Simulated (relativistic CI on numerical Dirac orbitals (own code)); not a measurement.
# Tc³⁺: 4s photoemission multiplets

Wanted: the shape of the 4s photoemission spectrum of Tc³⁺ in 4 surroundings, from the same atomic integrals.

Program: relativistic CI on numerical Dirac orbitals (own code) version 1. Level of theory: Dirac-Coulomb-Breit CI, KLI orbitals optimised for each configuration, model QED (radiative potential, 1s self-energy scaled to tabulated hydrogen-like ionisation energies), valence Slater integrals scaled by 0.9, multiplet model of photoemission in the sudden approximation. These are calculated values, not measurements, unless marked.

## (1) What is computed

```
ion            : Tc³⁺ (Tc IV)
nuclear charge : 43
electrons      : 40
configurations : [Kr] 4d4 → [Ar] 3d10 4s 4p6 4d4
temperature    : 80 K
widths         : Lorentz 2.8 eV, Gauss 0.6 eV
surrounding 1  : free ion
surrounding 2  : Td, 10Dq = -7200 cm⁻¹
surrounding 3  : Td, 10Dq = -9400 cm⁻¹
surrounding 4  : Oh, 10Dq = 47000 cm⁻¹
```

## (2) Surrounding 1: free ion

The run's settings:

```ini
atom Tc  Z=43  charge=3  electrons=40
nucleus A=97  rms_radius_fm=4.4112
hamiltonian dirac-coulomb  breit=on  qed=on  c_scale=1
orbitals kli  potential=per-configuration
slater_scale 0.9
correlation none
mixing on
configurations
  [Kr] 4d4
  [Ar] 3d10 4s 4p6 4d4
end
photoemission 4s T=80 lorentz=2.8 gauss=0.6
crystal_field free
```

## (3) Surrounding 2: Td, 10Dq = -7200

Settings: those of step 2 with these lines changed.

```diff
@@ -12,2 +12,2 @@
 photoemission 4s T=80 lorentz=2.8 gauss=0.6
-crystal_field free
+crystal_field Td 10Dq=-7200
```

## (4) Surrounding 3: Td, 10Dq = -9400

Settings: those of step 3 with these lines changed.

```diff
@@ -12,2 +12,2 @@
 photoemission 4s T=80 lorentz=2.8 gauss=0.6
-crystal_field Td 10Dq=-7200
+crystal_field Td 10Dq=-9400
```

## (5) Surrounding 4: Oh, 10Dq = 47000

Settings: those of step 4 with these lines changed.

```diff
@@ -12,2 +12,2 @@
 photoemission 4s T=80 lorentz=2.8 gauss=0.6
-crystal_field Td 10Dq=-9400
+crystal_field Oh 10Dq=47000
```

(Steps that only read results are left out.)

What does the calculation give? Wanted: highest peak, first run; ground spin.

As calculated:

| surrounding | ground S | centroid (eV) | spread (eV) | up to four highest peaks (% of the highest), eV |
| --- | --- | --- | --- | --- |
| 1: free | 1.99 | 117.76 | 3.87 | 114.6 (100), 122.6 (66) |
| 2: Td | 1.98 | 117.78 | 3.85 | 114.6 (100), 122.6 (66) |
| 3: Td | 1.97 | 117.78 | 3.83 | 114.6 (100), 122.6 (66) |
| 4: Oh | 1.00 | 117.96 | 2.24 | 116.6 (100), 121.0 (55) |

| quantity | value |
| --- | --- |
| highest peak, first run | 114.6 eV |
| ground spin (effective S from ⟨S²⟩) | 1.00 to 1.99 |

The ground spin changes between the runs (1.99 to 1.00), and the line shape with it. The position of the maximum differs by up to 2.0 eV between the surroundings, by shifts of peaks or by peaks exchanging rank. Energies are those of the free ion without screening by ligands; binding energies in solids differ by tens of eV. The exchange splitting of an s hole comes out too large without intra-shell correlation.
